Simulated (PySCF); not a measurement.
# C₄H₆FGaO₂: electronic excitations

Aim: predict the electronic excitations of C₄H₆FGaO₂ (`FCC1=C[O][GaH2-][O+]=C1`).

The runs use PySCF 2.14.0, with density-fitted response routines of our own; the level of theory stands in each step. All values are computed, except where a source is named. Atoms are numbered from 0 throughout.

## (1) The molecule as given

14 atoms, charge 0, multiplicity 1; geometry from: GFN2-xTB.

Bonds of the start (Å): F0–C1 1.38, C1–C2 1.50, C2–C3 1.40, C3–O4 1.26, O4–Ga5 1.95, Ga5–O6 1.95, O6–C7 1.26, C7–C2 1.39, C1–H8 1.09, C1–H9 1.09, C3–H10 1.10, Ga5–H11 1.54, Ga5–H12 1.53, C7–H13 1.10.

## (2) Excited states and response: B3LYP/def2-SVPD

The job: settings as JSON, then the geometry in Å.

```
{"job": {"kind": "uv", "xc": "B3LYP", "basis": "def2-SVPD", "nstates": 8, "ntriplets": 3}, "charge": 0, "multiplicity": 1}
F     -2.652056     0.048726    -1.256712
C     -2.187585     0.011829     0.042455
C     -0.685922     0.002498     0.061877
C     -0.001379    -1.205545    -0.073908
O      1.250939    -1.356950    -0.105274
Ga     2.660715    -0.018309     0.013789
O      1.270925     1.342044     0.102022
C      0.016083     1.206463     0.111731
H     -2.591693     0.899531     0.538196
H     -2.604794    -0.895419     0.490226
H     -0.603460    -2.121207    -0.167533
H      3.322335    -0.120601     1.396175
H      3.377062     0.071841    -1.339325
H     -0.571849     2.134626     0.164115
```

Method: TDDFT B3LYP/def2-SVPD, vertical, gas phase, core orbitals frozen in the response.

Started as:

```
$ OMP_NUM_THREADS=1 python probes_run.py task.json out
```

One launch serves the whole session: the jobs run in the order shown.

What will the session give for the following? lowest singlet (B3LYP/def2-SVPD); brightest single state of those computed; lowest triplet. Wanted: lowest singlet; brightest single state of those computed; lowest triplet.

**Answer**, as computed:

```
                                quantity                        value
        lowest singlet (B3LYP/def2-SVPD)  4.18 eV (297 nm), f = 0.044
brightest single state of those computed  state 3, 5.38 eV, f = 0.107
                          lowest triplet                      2.93 eV
```

In words: The lowest singlet, at 4.18 eV, is HOMO→LUMO 0.92 and is weak; of the 8 states computed, the strongest absorption comes from state 3 at 5.38 eV (the last state computed is bright too, and its partners may lie past the list). The lowest triplet lies 1.25 eV below the lowest singlet (triplets in Tamm-Dancoff, singlets in full TDDFT).
